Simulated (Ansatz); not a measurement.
# F3H3SSi (built from SMILES F[SiH](F)F.S): a barrier at many levels of theory

Aim: the barrier and energy of one elementary step (Si1–S7 formed, H2–H6 formed, Si1–H2 broken, H6–S7 broken) from LDA up to coupled cluster, on fixed structures, to see where each rung fails.

Program: Ansatz 0.2.0, Gaussian basis. Level of theory: single points in def2-TZVPP on PBE0-D4/def2-TZVP structures. These are calculated values, not measurements.

Levels: SPW92, PBE-D4, BLYP-D4, r2SCAN-D4, B97M-V, PBE0-D4, B3LYP-D4, r2SCAN0-D4, BHLYP-D4, CAM-B3LYP-D4, wB97X-V, wB97M-V, B2PLYP, PBE-QIDH, RPA on PBE, Hartree-Fock, MP2, CCSD, CCSD(T). The reference is CCSD(T) at the basis limit, from triple and quadruple zeta. Zero-point energies come from PBE0-D4 vibrations.

Cores are frozen in the correlated methods. B3LYP uses VWN-RPA correlation. B2PLYP carries no dispersion term here.

22 further runs of the same task are left out: 22 set aside as unsound or not needed.

### Step 1. Start, saddle and end, as given

Charge 0, multiplicity 1. The folders r, ts and p hold the start, the saddle and the end; their coordinates stand in the first inputs.

```
  pair  r (Å)  ts (Å)  p (Å)
Si1–S7  3.597   2.382  2.090
 H2–H6  3.821   1.138  0.746
Si1–H2  1.458   1.634  3.546
 H6–S7  1.342   1.548  3.519
```

### Step 2. wB97M-V/def2-TZVPP

File r/in.yaml:

```yaml
crystal:
  periodic: [false, false, false]
  atoms:
    - {symbol: Si, position_ang: [-1.158557, 0.594265, -0.097465]}
    - {symbol: H, position_ang: [-1.612171, -0.682214, 0.442364]}
    - {symbol: F, position_ang: [-0.441795, 0.427673, -1.491001]}
    - {symbol: F, position_ang: [-2.393817, 1.547313, -0.324222]}
    - {symbol: F, position_ang: [-0.175871, 1.337933, 0.884704]}
    - {symbol: H, position_ang: [2.164768, -0.474586, 0.980642]}
    - {symbol: S, position_ang: [1.656563, -1.583486, 0.421760]}
    - {symbol: H, position_ang: [1.960782, -1.167000, -0.816882]}
basis:
  gaussian: {orbitals: def2-TZVPP}
hamiltonian: {xc: {name: wB97M-V}}
```

File ts/in.yaml:

```yaml
crystal:
  periodic: [false, false, false]
  atoms:
    - {symbol: Si, position_ang: [-0.514709, 0.317026, -0.331291]}
    - {symbol: H, position_ang: [-0.800469, -0.998934, 0.594875]}
    - {symbol: F, position_ang: [-1.379157, -0.344746, -1.483653]}
    - {symbol: F, position_ang: [-1.194573, 1.177405, 0.819965]}
    - {symbol: F, position_ang: [0.116276, 1.534146, -1.156746]}
    - {symbol: H, position_ang: [0.320592, -1.179313, 0.518997]}
    - {symbol: S, position_ang: [1.653881, -0.624858, -0.037713]}
    - {symbol: H, position_ang: [1.798059, 0.119174, 1.075467]}
basis:
  gaussian: {orbitals: def2-TZVPP}
hamiltonian: {xc: {name: wB97M-V}}
```

File p/in.yaml:

```yaml
crystal:
  periodic: [false, false, false]
  atoms:
    - {symbol: Si, position_ang: [-0.058245, 0.739060, -0.554807]}
    - {symbol: H, position_ang: [-1.430504, -2.189969, 0.897989]}
    - {symbol: F, position_ang: [-0.963849, -0.240720, -1.384867]}
    - {symbol: F, position_ang: [-0.849902, 1.179072, 0.731711]}
    - {symbol: F, position_ang: [0.166930, 2.050220, -1.395796]}
    - {symbol: H, position_ang: [-0.850212, -2.128165, 1.363435]}
    - {symbol: S, position_ang: [1.730010, -0.251113, -0.120588]}
    - {symbol: H, position_ang: [2.255672, 0.841515, 0.462823]}
basis:
  gaussian: {orbitals: def2-TZVPP}
hamiltonian: {xc: {name: wB97M-V}}
```

No record of the launch command was kept for these runs.

Further steps of the session: CCSD(T)/def2-TZVPP; MP2/def2-QZVPP; Vibrations of the start structure; Vibrations of the end structure.

Before running it: what results should come out? Wanted: barrier, CCSD(T)/CBS; reverse barrier, CCSD(T)/CBS; step energy, CCSD(T)/CBS; barrier with zero-point energy; step energy with zero-point energy; imaginary mode at the saddle; largest T1 diagnostic.

**Answer**, as computed:

| quantity | value |
| --- | --- |
| barrier, CCSD(T)/CBS | 53.6 kcal/mol |
| reverse barrier, CCSD(T)/CBS | 59.7 kcal/mol |
| step energy, CCSD(T)/CBS | -6.1 kcal/mol |
| barrier with zero-point energy | 52.6 kcal/mol |
| step energy with zero-point energy | -8.7 kcal/mol |
| imaginary mode at the saddle | 1161i cm⁻¹ |
| largest T1 diagnostic | 0.013 |

The functionals run from wB97X-V, off by -0.4 kcal/mol, to SPW92, off by -20.1 kcal/mol, against CCSD(T)/CBS. B2PLYP is as near within the digits shown. Mean unsigned error by rung: LDA 20.1, GGA 8.7, meta-GGA 7.0, hybrid 4.5, range-separated hybrid 0.9, double hybrid 1.3 kcal/mol. PBE-D4 gives a barrier 12.3 kcal/mol too low, outside chemical accuracy (1 kcal/mol). Every functional without exact exchange puts the barrier too low, the usual mark of self-interaction error, which favours the spread-out density of a saddle. The barrier rises with the share of exact exchange, from BLYP-D4 through B3LYP-D4 to BHLYP-D4 (-5.1, -1.5, +4.9 kcal/mol). Hartree-Fock, with no correlation, is off by +20.5 kcal/mol. Zero-point motion lowers the barrier by 1.0 kcal/mol.
